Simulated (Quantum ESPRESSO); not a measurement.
HfMo:

```
Hf Mo
1.0
     1.67120   -2.47247    0.00000
     1.67120    2.47247    0.00000
     0.00000    0.00000    4.44701
Hf Mo
1 1
Direct
  0.00000 0.00000 0.00000
  0.50000 0.50000 0.50000
```

The cell comes from a database or a generator and needn't be the stable form of this composition.

| Quantity | Value |
| --- | --- |
| Program | Quantum ESPRESSO 7.5 |
| Task | single point |
| Functional | PBE |
| Potentials or basis | SSSP 1.3 efficiency PBE |
| Cutoff | 816 eV |
| Density cutoff | 3265 eV |
| k mesh | 10 × 10 × 6 |
| Occupations | fermi-dirac, width 0.05 eV |
| Spin | no spin polarisation |

On this cell: pressure 0.1 GPa; largest force under 0.003 eV/Å; band gap on the k mesh none (metal or under the smearing width).

The same run follows on a disturbed copy (atoms moved at random, drawn with an rms of 0.05 Å):

```
CELL_PARAMETERS angstrom
1.67120 -2.47247 0.00000
1.67120 2.47247 0.00000
0.00000 0.00000 4.44701
ATOMIC_POSITIONS crystal
Hf 0.99106 0.98869 0.00228
Mo 0.49411 0.49453 0.51419
```

Q: What does the disturbed cell give?

A: The energy (extrapolated to zero smearing) moves by +4.8 meV/atom; pressure 0.3 GPa; largest force 0.356 eV/Å; band gap on the k mesh none (metal or under the smearing width).

Forces on the atoms (eV/Å):
```
Hf   0.100  0.015  0.341
Mo  -0.100 -0.015 -0.341
```

Stress tensor (GPa, compression positive):
```
 1.07  0.00  0.06
 0.00 -0.69  0.00
 0.06  0.00  0.57
```
